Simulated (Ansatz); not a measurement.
# HNW: the cost of one run

The runs use Ansatz 0.2.0, Gaussian basis; def2-QZVPP, core rule «outside noble gas», up to 5 orbitals frozen.

The runs, in order: UHF; ROHF; CCSD(T) on UHF.

## 1. The geometry

The geometry is a PBE0/def2-TZVP stationary point (not a proven minimum). No spin-orbit coupling is included. Elements past krypton take def2 core potentials.

3 atoms, charge 1, spin multiplicity 4.

Atoms are counted from 1 here; the program's logs count them from 0.

Bond lengths: W1–N2 1.681 Å, N2–H3 1.018 Å. Angles: W1–N2–H3 180.0°.

## 2. UHF

in.yaml

```yaml
crystal:
  periodic: [false, false, false]
  atoms:
    - {symbol: W, position_ang: [0.000000, 0.000000, 1.460058]}
    - {symbol: N, position_ang: [0.000000, 0.000000, -0.220962]}
    - {symbol: H, position_ang: [0.000000, 0.000000, -1.239096]}
basis:
  gaussian: {orbitals: "def2-QZVPP.json"}
total_charge: 1
magnetization: {spin_polarized: true, initial_magnetization: 3}
hamiltonian: {xc: hf}
output: {orbitals: {seedname: orbitals}}
```

On the command line:

```console
$ ansatz run in.yaml --threads 1 --pin off --events-out ev --progress --plain --max-ram 2816MiB --backend cpu
```

**Question.** How long does this run take on 1 thread of AMD EPYC 7R13, shared host, and how much memory does it need?

About 17 s, with a peak of 0.44 GiB.
